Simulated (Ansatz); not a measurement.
# CH7AlOSi2: geometry optimisation

The task: find the minimum of CH7AlOSi2 nearest to the start.

Program: Ansatz 0.2.0. Level of theory: RKS SPW92 (LDA)/def2-SVP. These are calculated values, not measurements.

### 1 The starting structure

SMILES `[OH][Al]1[CH2][SiH2][SiH2]1`, 12 atoms, charge 0, spin multiplicity 1.

Atoms are counted from 1 here; the program's logs count them from 0.

Bond lengths: O1–Al2 1.721 Å, O1–H6 0.971 Å, Al2–C3 1.976 Å, Al2–Si5 2.453 Å, C3–Si4 1.917 Å, C3–H7 1.109 Å, C3–H8 1.115 Å, Si4–Si5 2.386 Å, Si4–H9 1.507 Å, Si4–H10 1.509 Å, Si5–H11 1.506 Å, Si5–H12 1.511 Å. Angles: Al2–O1–H6 124.1°, O1–Al2–C3 126.4°, O1–Al2–Si5 140.9°, C3–Al2–Si5 91.7°, Al2–C3–Si4 94.7°, Al2–C3–H7 120.5°, Al2–C3–H8 108.5°, Si4–C3–H7 116.2°, Si4–C3–H8 108.5°, H7–C3–H8 107.6°, C3–Si4–Si5 95.3°, C3–Si4–H9 115.1°, C3–Si4–H10 109.8°, Si5–Si4–H9 117.8°, Si5–Si4–H10 108.9°, H9–Si4–H10 109.1°, Al2–Si5–Si4 72.5°, Al2–Si5–H11 125.8° and more.

As a file:

```
O    -0.48990    1.45019    2.57952
Al   -0.00760    0.73054    1.09212
C     0.44055   -1.17234    0.80144
Si   -0.11604   -1.18504   -1.03244
Si    0.02075    1.17963   -1.31914
H    -0.77297    2.37444    2.67069
H     0.00382   -1.95831    1.45020
H     1.54978   -1.28349    0.83567
H     0.71060   -2.05283   -1.94677
H    -1.56231   -1.60541   -1.12542
H    -1.06418    1.87488   -2.09923
H     1.36470    1.59254   -1.87284
```

### 2 Relaxation

Contents of input.yaml:

```yaml
crystal:
  periodic: [false, false, false]
  atoms:
    - { symbol: O, position_ang: [-0.489903, 1.450189, 2.579517] }
    - { symbol: Al, position_ang: [-0.007596, 0.73054, 1.09212] }
    - { symbol: C, position_ang: [0.440546, -1.172338, 0.801439] }
    - { symbol: Si, position_ang: [-0.116041, -1.185041, -1.032444] }
    - { symbol: Si, position_ang: [0.020746, 1.179633, -1.319136] }
    - { symbol: H, position_ang: [-0.772967, 2.374435, 2.670689] }
    - { symbol: H, position_ang: [0.003824, -1.958311, 1.450199] }
    - { symbol: H, position_ang: [1.54978, -1.283486, 0.835669] }
    - { symbol: H, position_ang: [0.710599, -2.052832, -1.946773] }
    - { symbol: H, position_ang: [-1.562305, -1.605406, -1.125415] }
    - { symbol: H, position_ang: [-1.064183, 1.874876, -2.099228] }
    - { symbol: H, position_ang: [1.3647, 1.592542, -1.872837] }
basis:
  gaussian: { orbitals: def2-SVP }
hamiltonian:
  xc: lda
output:
  forces: true
relax:
  f_tol: 0.003
  max_steps: 120
```

Started as:

```
ansatz run input.yaml --threads 1 --pin off --max-ram 2560MiB --backend cpu --events-out ev --progress --plain --runs-dir out
```

What does the calculation give? Wanted: energy gained; root mean square move; dipole moment.

The runs gave:

| quantity | value |
| --- | --- |
| energy gained | 0.0187 eV |
| root mean square move | 0.054 Å |
| dipole moment | 1.35 D |

In words: Bond lengths: O1–Al2 1.699 Å, O1–H6 0.971 Å, Al2–C3 1.955 Å, Al2–Si5 2.429 Å, C3–Si4 1.894 Å, C3–H7 1.110 Å, C3–H8 1.117 Å, Si4–Si5 2.362 Å, Si4–H9 1.509 Å, Si4–H10 1.511 Å, Si5–H11 1.507 Å, Si5–H12 1.512 Å. Angles: Al2–O1–H6 126.5°, O1–Al2–C3 126.5°, O1–Al2–Si5 140.7°, C3–Al2–Si5 91.6°, Al2–C3–Si4 94.2°, Al2–C3–H7 120.7°, Al2–C3–H8 108.0°, Si4–C3–H7 116.7°, Si4–C3–H8 108.2°, H7–C3–H8 107.9°, C3–Si4–Si5 95.3° and more. No frequencies were computed here.
